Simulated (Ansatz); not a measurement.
# Ba2F: the cost of one run

Program: Ansatz 0.2.0. Level of theory: DFT PBE, scalar-relativistic, plane waves, PAW. These are calculated values, not measurements.

2 further runs of the same task are left out: 2 set aside as unsound or not needed.

## (1) The structure to begin with

Symmetry: Fd-3m, No. 227, cubic system. The conventional cell has a = 8.851 Å, b = 8.851 Å, c = 8.851 Å, α = 90.00°, β = 90.00°, γ = 90.00°. Ba (site symmetry -3m) has 6 Ba at 3.13 Å and 6 F at 3.67 Å as nearest neighbours. Around F (site symmetry -43m) lie 12 Ba at 3.67 Å.

Coordinates:

```cif
data_structure
_symmetry_space_group_name_H-M 'P 1'
_symmetry_Int_Tables_number 1
_cell_length_a 6.2588
_cell_length_b 6.2588
_cell_length_c 6.2588
_cell_angle_alpha 60.000
_cell_angle_beta 60.000
_cell_angle_gamma 60.000
_cell_volume 173.36
loop_
_atom_site_label
_atom_site_type_symbol
_atom_site_fract_x
_atom_site_fract_y
_atom_site_fract_z
_atom_site_occupancy
Ba1 Ba 0.62500 0.62500 0.62500 1
Ba2 Ba 0.12500 0.62500 0.62500 1
Ba3 Ba 0.62500 0.62500 0.12500 1
Ba4 Ba 0.62500 0.12500 0.62500 1
F1 F 0.00000 0.00000 0.00000 1
F2 F 0.25000 0.25000 0.25000 1
```

This is candidate A: cubic Laves (C15) type (Fd-3m, No. 227).

(A quick probe on a coarse mesh, which set the mesh and smearing, is not shown.)

## (3) Coarse relaxation (candidate A)

File input.yaml:

```yaml
crystal:
  lattice:
    - [0.0, 4.4256183652, 4.4256183652]
    - [4.4256183652, 0.0, 4.4256183652]
    - [4.4256183652, 4.4256183652, 0.0]
  atoms:
    - { symbol: Ba, position: [0.625, 0.625, 0.625] }
    - { symbol: Ba, position: [0.125, 0.625, 0.625] }
    - { symbol: Ba, position: [0.625, 0.625, 0.125] }
    - { symbol: Ba, position: [0.625, 0.125, 0.625] }
    - { symbol: F, position: [0.0, 0.0, 0.0] }
    - { symbol: F, position: [0.25, 0.25, 0.25] }
basis:
  ecutwfc: 420
kpoints:
  mp_grid: { grid: [4, 4, 4] }
hamiltonian:
  xc: pbe
scf:
  occupations: { method: gaussian, width: 0.1 }
  lower_state_search: "off"
output:
  forces: true
  stress: true
  eigenvalues: true
relax:
  adjacent_minimum: "off"
  f_tol: 0.04
  max_steps: 70
  cell: { stress_tol: 0.4 }
```

Command:

```sh
$ ansatz run input.yaml --threads 1 --pin off --max-ram 2560MiB --backend cpu --events-out ev --progress --plain --runs-dir out
```

Q: Estimate wall time and peak memory on 1 thread of Arm Neoverse V2, shared host.

About 43 s, with a peak of 0.51 GiB.
